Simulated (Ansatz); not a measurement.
**CH₃BFN: basis-set convergence**

Aim: see how fast density functionals converge with the basis set for CH₃BFN.

Method: one geometry, several basis sets; program: Ansatz 0.2.0, Gaussian basis.

The runs, in order: PBE0-D4/def2-SVP; ωB97M-V/def2-SVP; PBE0-D4/def2-QZVPP; ωB97M-V/def2-QZVPP; the functionals' def2-TZVPP values are taken from earlier runs.

### 1 Structure used throughout

All runs share one geometry, relaxed beforehand with PBE0-D4 in a triple-zeta def2 set.

7 atoms, charge 0, spin multiplicity 1.

Atoms are counted from 1 here; the program's logs count them from 0.

Bond lengths: B1–C2 1.561 Å, B1–H5 1.191 Å, B1–H6 1.192 Å, C2–N3 1.256 Å, C2–F4 1.341 Å, N3–H7 1.018 Å. Angles: C2–B1–H5 119.8°, C2–B1–H6 118.6°, H5–B1–H6 121.5°, B1–C2–N3 126.3°, B1–C2–F4 116.4°, N3–C2–F4 117.0°, C2–N3–H7 110.2°.

### 2 PBE0-D4 in def2-SVP

in.yaml

```yaml
crystal:
  periodic: [false, false, false]
  atoms:
    - {symbol: B, position_ang: [-0.350509, 0.865253, -0.251705]}
    - {symbol: C, position_ang: [0.571412, -0.355680, 0.056298]}
    - {symbol: N, position_ang: [0.197723, -1.487555, 0.451992]}
    - {symbol: F, position_ang: [1.864262, -0.223689, -0.274286]}
    - {symbol: H, position_ang: [-0.170632, 1.508697, -1.237620]}
    - {symbol: H, position_ang: [-1.271996, 1.080788, 0.473142]}
    - {symbol: H, position_ang: [-0.779062, -1.455815, 0.736480]}
basis:
  gaussian: {orbitals: def2-SVP}
hamiltonian: {xc: pbe0, dispersion: d4}
output: {orbitals: {seedname: orbitals}}
```

Launch:

```console
> ansatz run in.yaml --threads 2 --pin off --events-out ev --progress --plain --max-ram 4352MiB
```

After this run come: ωB97M-V in def2-SVP; PBE0-D4 in def2-QZVPP; ωB97M-V in def2-QZVPP.

Q: Predict the results of all the runs planned. Wanted: PBE0-D4: double and triple zeta above quadruple; ωB97M-V: double and triple zeta above quadruple.

As calculated:

```
                                       quantity          value
PBE0-D4: double and triple zeta above quadruple  7.39, 0.33 eV
ωB97M-V: double and triple zeta above quadruple  7.63, 0.31 eV
```

What this shows: For PBE0-D4 the step from double to triple zeta gains 7.06 eV and the next only 0.33 eV. Total energies overstate the basis error of differences, where much of it tends to cancel.
